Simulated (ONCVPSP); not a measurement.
**Ga: generating and testing an ONCV potential**

Task: generate the file, and judge it by its errors in other configurations, its logarithmic derivatives, its ghosts and its cutoff.

Method: ONCVPSP 4.0.1, PBE, scalar-relativistic.

**1. Starting point**

Typed settings, in words:

| Quantity | Value |
| --- | --- |
| element | gallium (Ga, Z = 31) |
| type | optimised norm-conserving Vanderbilt (ONCV) |
| frozen core | [Ar] |
| valence charge | 13 |
| reference configuration | 3d10 4s2 4p1 |
| partial waves | 4s: rc 2.10 bohr, ncon 4, nbas 8, qcut 3.4 1/bohr, 2 projectors, debl 1.9 Ha; 4p: rc 2.65 bohr, ncon 4, nbas 7, qcut 3.2 1/bohr, 1 projector; 3d: rc 0.70 bohr, ncon 4, nbas 7, qcut 14.5 1/bohr, local |
| local potential | the d channel |
| core correction | not asked for |

The outer shells as boxes (Hund's rule for the drawing; the calculation is spin-unpolarised):

```
[Ar] core
3d [↑↓][↑↓][↑↓][↑↓][↑↓]
4s [↑↓]
4p [↑ ][  ][  ]
```

An earlier all-electron run gives the scale for the radii.

All-electron outer shells of the reference configuration (PBE, scalar-relativistic, ld1.x):

```json
{"shell": "3s", "level (eV)": "-148.13", "outermost node (bohr)": "0.27", "outermost maximum (bohr)": "0.56"}
{"shell": "3p", "level (eV)": "-98.86", "outermost node (bohr)": "0.24", "outermost maximum (bohr)": "0.56"}
{"shell": "3d", "level (eV)": "-19.15", "outermost node (bohr)": "–", "outermost maximum (bohr)": "0.53"}
{"shell": "4s", "level (eV)": "-8.95", "outermost node (bohr)": "0.81", "outermost maximum (bohr)": "1.90"}
{"shell": "4p", "level (eV)": "-2.58", "outermost node (bohr)": "0.87", "outermost maximum (bohr)": "2.53"}
```

**2. Generating the potential**

Ga.dat reads:

```
# ATOM AND REFERENCE CONFIGURATION
# atsym  z   nc   nv     iexc    psfile
  Ga 31.00    5    3        4      upf
#
#   n    l    f
    1    0    2.00
    2    0    2.00
    2    1    6.00
    3    0    2.00
    3    1    6.00
    3    2   10.00
    4    0    2.00
    4    1    1.00
#
# PSEUDOPOTENTIAL AND OPTIMIZATION
# lmax
    2
#
#   l,   rc,      ep,       ncon, nbas, qcut
    0    2.10    0.00    4    8    3.40
    1    2.65    0.00    4    7    3.20
    2    0.70    0.00    4    7   14.50
#
# LOCAL POTENTIAL
# lloc, lpopt,  rc(5),   dvloc0
    2    5    0.70    0.00
#
# VANDERBILT-KLEINMAN-BYLANDER PROJECTORs
# l, nproj, debl
    0    2    1.90
    1    1    2.90
    2    0    2.70
#
# MODEL CORE CHARGE
# icmod, fcfact, rcfact
    0    0.00    0.00
#
# LOG DERIVATIVE ANALYSIS
# epsh1, epsh2, depsh
   -2.00    5.00    0.02
#
# OUTPUT GRID
# rlmax, drl
    6.00    0.01
#
# TEST CONFIGURATIONS
# ncnf
    4
# nvcnf
#   n    l    f
    3
    3    2   10.00
    4    0    2.00
    4    1    0.00
#
    3
    3    2   10.00
    4    0    1.00
    4    1    0.00
#
    3
    3    2   10.00
    4    0    0.00
    4    1    0.00
#
    3
    3    2    9.00
    4    0    0.00
    4    1    0.00
#
```

Command:

```console
$ oncvpsp.x < Ga.dat > Ga.out
```

Before running it: what results should come out? Wanted: cutoffs for 1 and 0.1 mHa per electron, occupied waves; bound ghosts; GHOST(+) flags; largest test error; largest phase difference near zero energy, channels read.

The runs gave:

| quantity | value |
| --- | --- |
| cutoffs for 1 and 0.1 mHa per electron, occupied waves | 334 Ha and 391 Ha |
| bound ghosts | s at -556.88 eV, p at -256.14 eV |
| GHOST(+) flags | s at 86 eV |
| largest test error (AE − PS) | -2.1 meV, for 3d10 4s1 4p0 (2 tests unsolved) |
| largest phase difference near zero energy, channels read | 0.004 rad |

**Reading.** It has a bound ghost (s, p), a state that the atom doesn't have, and that rules the file out. By total energies transferability is very good where solved: the largest error is 2.1 meV on 26.8 eV, for 3d10 4s1 4p0. Atomic tests can pass in spite of a ghost, since they solve only for the levels asked. Of the tests 2 gave no usable energy difference, which is a warning in itself. The potential is very hard: the looser tolerance needs 334 Ha. At the looser tolerance the 3d wave is the slowest; 4s needs 6 Ha. Near zero energy the phases of the channels with partial waves agree within 0.004 rad. The program also flags highly localised states, GHOST(+) (s). These are tests on the free atom; a crystal test is still owed.
